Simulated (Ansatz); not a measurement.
**BF2HO + H2: a complex and its separated parts**

Aim: how far the complex at one end of a reaction step lies below its separated, relaxed parts, level by level.

Computed with Ansatz 0.2.0, Gaussian basis. Level: PBE0-D4/def2-TZVP structures, single points in def2-TZVPP, no counterpoise correction.

Levels: SPW92, PBE-D4, BLYP-D4, r2SCAN-D4, B97M-V, PBE0-D4, B3LYP-D4, r2SCAN0-D4, BHLYP-D4, CAM-B3LYP-D4, wB97X-V, wB97M-V, B2PLYP, PBE-QIDH, RPA on PBE, Hartree-Fock, MP2, CCSD, CCSD(T).

Correlated methods freeze the cores. B3LYP uses VWN-RPA correlation. B2PLYP carries no dispersion term here.

95 further runs of the same task are left out: 1 that didn't finish, 94 set aside as unsound or not needed.

### 1 The system as given

The complex: 7 atoms, charge 0, spin multiplicity 1.

Atoms are counted from 1 here; the program's logs count them from 0.

Bond lengths: B1–F3 1.317 Å, B1–F4 1.328 Å, B1–O6 1.346 Å, H2–H5 0.747 Å, O6–H7 0.960 Å. Angles: F3–B1–F4 118.3°, F3–B1–O6 119.5°, F4–B1–O6 122.3°, B1–O6–H7 113.4°.

As a file:

```xyz
7
BF2H3O
B    -0.5231   -0.4504    0.5386
H     0.5496    0.5702   -2.0296
F    -0.5049   -1.7016    0.1280
F    -1.5177    0.3305    0.1337
H     1.1942    0.3439   -1.7273
O     0.4497   -0.0081    1.3565
H     0.3524    0.9154    1.5999
```

Its parts: BF2HO holds atoms 1, 3, 4, 6, 7; H2 holds atoms 2, 5. Each part counts its atoms afresh in its own runs.

### 2 Relaxing BF2HO alone

Contents of relax-a/in.yaml:

```yaml
crystal:
  periodic: [false, false, false]
  atoms:
    - {symbol: B, position_ang: [-0.523063, -0.450368, 0.538626]}
    - {symbol: F, position_ang: [-0.504922, -1.701582, 0.127990]}
    - {symbol: F, position_ang: [-1.517734, 0.330480, 0.133704]}
    - {symbol: O, position_ang: [0.449727, -0.008120, 1.356503]}
    - {symbol: H, position_ang: [0.352438, 0.915438, 1.599950]}
basis:
  gaussian: {orbitals: def2-TZVP}
hamiltonian: {xc: pbe0, dispersion: d4}
relax: {f_tol: 0.005, max_steps: 200}
```

Command:

```
ansatz run in.yaml --threads 2 --pin off --events-out ev --progress --plain --max-ram 4352MiB
```

The runs that follow: Relaxing H2 alone; SPW92/def2-TZVPP; PBE-D4/def2-TZVPP; BLYP-D4/def2-TZVPP; r2SCAN-D4/def2-TZVPP; B97M-V/def2-TZVPP; PBE0-D4/def2-TZVPP; B3LYP-D4/def2-TZVPP; r2SCAN0-D4/def2-TZVPP; BHLYP-D4/def2-TZVPP; CAM-B3LYP-D4/def2-TZVPP; wB97X-V/def2-TZVPP; wB97M-V/def2-TZVPP; B2PLYP/def2-TZVPP; PBE-QIDH/def2-TZVPP; RPA on PBE/def2-TZVPP; CCSD(T)/def2-TZVPP; Vibrations of BF2HO; Vibrations of H2.

Before running it: what results should come out? Wanted: complex less parts, CCSD(T)/def2-TZVPP; with zero-point energy; largest T1 diagnostic.

**Answer**, as computed:

| quantity | value |
| --- | --- |
| complex less parts, CCSD(T)/def2-TZVPP | -2.64 kJ/mol |
| with zero-point energy | +1.23 kJ/mol |
| largest T1 diagnostic | 0.012 |

At CCSD(T) the complex lies 2.64 kJ/mol below its parts. Among the functionals B3LYP-D4 lands nearest to CCSD(T) (+0.10 kJ/mol) and SPW92 farthest (-3.79 kJ/mol). Mean unsigned error by rung: LDA 3.79, GGA 0.84, meta-GGA 0.39, hybrid 0.41, range-separated hybrid 0.66, double hybrid 1.02 kJ/mol. PBE-D4 gives a relative energy 1.07 kJ/mol too low, an error of 41 % of the reference. No counterpoise was applied, and triple zeta lacks some correlation, so the CCSD(T) reference has a basis error of its own, and close matches with it are partly luck.
